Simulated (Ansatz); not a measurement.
MgVBr2O:

```xyz
5
Lattice="3.9790 0.0000 0.0000 0.0003 4.3445 0.0000 1.9635 2.1293 7.1771" Properties=species:S:1:pos:R:3 pbc="T T T"
Br    1.9903    4.3445    1.8277
Br    3.9525    2.1293    5.3495
V     0.0000    0.0000    0.0000
Mg    1.9896    2.1722    0.0000
O     0.0002    2.1722    0.0000
```

The cell comes from a database or a generator and needn't be the stable form of this composition.

* Program: Ansatz 0.2.0
* Task: single point
* Functional: PBE
* Potentials or basis: Ansatz PAW
* Cutoff: 420 eV (not typed: the program's choice for these potentials)
* k mesh: 7 × 7 × 4
* Occupations: fermi-dirac, width 0.05 eV
* Spin: collinear spin, ferromagnetic start
* Starting moments: [0.0, 0.0, 2.0, 0.0, 0.0] μB

On this cell: pressure -1.7 GPa; largest force 0.272 eV/Å; net moment 3.00 μB per cell; site moments Br -0.00; V +2.19; Mg +0.00; O +0.06 μB; band gap on the k mesh 0.42 eV, indirect (least direct gap 0.55 eV).

The same run follows on a disturbed copy (atoms moved at random, drawn with an rms of 0.05 Å):

```
Br V Mg O
1.0
     3.97897    0.00000    0.00000
     0.00032    4.34448    0.00000
     1.96351    2.12933    7.17713
Br V Mg O
2 1 1 1
Direct
  0.37556 0.88072 0.25526
  0.61964 0.12381 0.74505
  0.01109 0.00553 0.99269
  0.49842 0.49927 0.99894
  0.00866 0.49619 0.99385
```

**Question.** What changes?

**Answer.** The energy moves by +5.1 meV/atom; pressure -1.6 GPa; largest force 0.451 eV/Å; net moment 3.00 μB per cell; site moments Br -0.01, -0.00; V +2.15; Mg +0.00; O +0.06 μB; band gap on the k mesh 0.41 eV, indirect (least direct gap 0.54 eV).

Forces on the atoms (eV/Å):
```
Br   0.030 -0.060 -0.446
Br   0.167 -0.017  0.098
V   -0.235 -0.166  0.233
Mg   0.426  0.038  0.058
O   -0.387  0.206  0.057
```

Stress tensor (GPa, compression positive):
```
-2.05  0.00 -0.28
 0.00 -1.58 -0.10
-0.28 -0.10 -1.27
```

Caveats: odd divisions of the mesh miss points on the zone boundary, where band edges often lie, so the gap on the mesh can be too wide.

A k mesh can miss the band edges.
